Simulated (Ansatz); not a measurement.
**TaSb (rocksalt type): how the settings move a single-point run**

Aim: see which settings change the result for TaSb (rocksalt type), by how much, and at what cost.

Program: Ansatz 0.2.0. Level of theory: reference: DFT, LDA, all-electron PAW with datasets made for the crystal, scalar-relativistic. These are calculated values, not measurements.

### 1 Starting point

The structure is cubic, space group Fm-3m (No. 225). The conventional cell has a = 4.920 Å, b = 4.920 Å, c = 4.920 Å, α = 90.00°, β = 90.00°, γ = 90.00°. Around Ta (site symmetry m-3m) lie 6 Sb at 2.46 Å. Sb (site symmetry m-3m) is surrounded by 6 Ta at 2.46 Å.

As a file:

```cif
data_structure
_symmetry_space_group_name_H-M 'Fm-3m'
_symmetry_Int_Tables_number 225
_cell_length_a 4.9203
_cell_length_b 4.9203
_cell_length_c 4.9203
_cell_angle_alpha 90.000
_cell_angle_beta 90.000
_cell_angle_gamma 90.000
_cell_volume 119.12
loop_
_atom_site_label
_atom_site_type_symbol
_atom_site_symmetry_multiplicity
_atom_site_Wyckoff_symbol
_atom_site_fract_x
_atom_site_fract_y
_atom_site_fract_z
_atom_site_occupancy
Ta1 Ta 4 a 0.00000 0.00000 0.00000 1
Sb1 Sb 4 b 0.50000 0.00000 0.00000 1
```

### 2 The reference run

input.yaml reads:

```yaml
crystal:
  lattice:
    - [0.0, 2.460163531, 2.460163531]
    - [2.460163531, 0.0, 2.460163531]
    - [2.460163531, 2.460163531, 0.0]
  atoms:
    - { symbol: Ta, position: [0.0, 0.0, 0.0] }
    - { symbol: Sb, position: [0.5, 0.5, 0.5] }
kpoints:
  mp_grid: { grid: [13, 13, 13] }
scf:
  occupations: { method: fermi_dirac, width: 0.05 }
hamiltonian:
  xc: lda
  pseudopotentials: { kind: all_electron, datasets: crystal }
output:
  forces: true
  stress: true
  eigenvalues: true
```

Command:

```
$ ansatz run input.yaml --threads 1 --pin off --max-ram 2048MiB --backend cpu --events-out ev --progress --plain --runs-dir out
```

### 3 Changing settings: mp_grid.shift [0.5, 0.5, 0.5], scf.algorithm density_mixing, xc_grid 1

Edit input.yaml of step 2 so:

```diff
@@ -9,5 +9,6 @@
 kpoints:
-  mp_grid: { grid: [13, 13, 13] }
+  mp_grid: { grid: [13, 13, 13], shift: [0.5, 0.5, 0.5] }
 scf:
   occupations: { method: fermi_dirac, width: 0.05 }
+  algorithm: density_mixing
 hamiltonian:
@@ -19 +20,3 @@
   eigenvalues: true
+basis:
+  xc_grid: 1
```

### 4 Variant: xc_grid 4

Edit input.yaml of step 2 so:

```diff
@@ -19 +19,3 @@
   eigenvalues: true
+basis:
+  xc_grid: 4
```

Q: Predict the outcome of this session. Wanted: for each run, ending; energy change; pressure; gap; force.

As calculated:

| run | ending | energy change | pressure (GPa) | gap (eV) | force (eV/Å) | cycles | time |
| --- | --- | --- | --- | --- | --- | --- | --- |
| reference | converged | 0 | 105.8 | 0.00 | 0.00 | 9 | 23 s |
| 1: mp_grid.shift [0.5, 0.5, 0.5], scf.algorithm density_mixing, xc_grid 1 | converged | -0.9 meV/atom | 105.6 | 0.00 | 0.00 | 9 | 61 s |
| 2: xc_grid 4 | converged | 0.0 meV/atom | 105.8 | 0.00 | 0.00 | 9 | 24 s |

Residual by cycle in the longest SCF loop of each run; runs are numbered as in the table. The quantity is the density residual dr2, in eV.

| cycle | reference | run 1 | run 2 |
| --- | --- | --- | --- |
| 1 | 0.863 | 0.857 | 0.863 |
| 2 | 0.298 | 0.295 | 0.298 |
| 3 | 0.00661 | 0.00661 | 0.00661 |
| 4 | 0.00172 | 0.00173 | 0.00172 |
| 5 | 4.0e-4 | 4.0e-4 | 4.0e-4 |
| 6 | 2.4e-5 | 2.4e-5 | 2.4e-5 |
| 7 | 7.9e-6 | 7.9e-6 | 7.9e-6 |
| 8 | 2.0e-7 | 2.0e-7 | 2.0e-7 |
| 9 | 9.8e-9 | 9.6e-9 | 9.8e-9 |

Of the converged runs whose energies compare with the reference's, «mp_grid.shift [0.5, 0.5, 0.5], scf.algorithm density_mixing, xc_grid 1» moves the energy most (-0.9 meV/atom) and «xc_grid 4» least (0.0 meV/atom). The pressure spans 105.6 to 105.8 GPa over the reference and the converged variants. Of the variants the dearest is «mp_grid.shift [0.5, 0.5, 0.5], scf.algorithm density_mixing, xc_grid 1» (61 s), the cheapest «xc_grid 4» (24 s), on a shared host. The structure is not at rest: the sound run finds 106 GPa, so these are no properties of the relaxed crystal. 
